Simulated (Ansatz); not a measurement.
The system is NaSb2Au.

```xyz
4
Lattice="4.3573 0.0000 0.0000 -2.1787 3.7735 0.0000 0.0000 0.0000 6.8185" Properties=species:S:1:pos:R:3 pbc="T T T"
Na    0.0000    0.0000    3.4092
Sb    2.1787    1.2578    5.5661
Sb    0.0000    2.5157    1.2524
Au    0.0000    0.0000    0.0000
```

The cell was built by a generator and needn't be a form met in nature.

Base run:

```yaml
Program: Ansatz 0.2.0
Functional: PBE
Potentials_or_basis: Ansatz PAW
Cutoff: "420 eV (not typed: the program's choice for these potentials)"
k_mesh: 5 × 5 × 3
Occupations: fermi-dirac, width 0.05 eV
Spin: no spin polarisation
```

Its results: band gap on the k mesh none (metal or under the smearing width); pressure 0.1 GPa; largest force 0.008 eV/Å.

Question: After a change of settings the same cell gave: band gap on the k mesh none (metal or under the smearing width); pressure -2.4 GPa; largest force 0.300 eV/Å. Which change was it?
A. functional from PBE to PBEsol
B. functional from PBE to r2SCAN; cutoff from 420 eV (not typed: the program's choice for these potentials) to 500 eV (not typed: the program's choice for these potentials)
C. functional from PBE to BLYP
D. functional from PBE to RPBE

Answer: A.

PBEsol binds more tightly than PBE, so the same cell stands under less pressure.

Caveats: spin-orbit coupling is left out, which moves the levels of the heavy elements; the PAW data sets come from PBE, with cores solved anew for the run's functional, which leaves a small shift of forces and pressure (some runs).
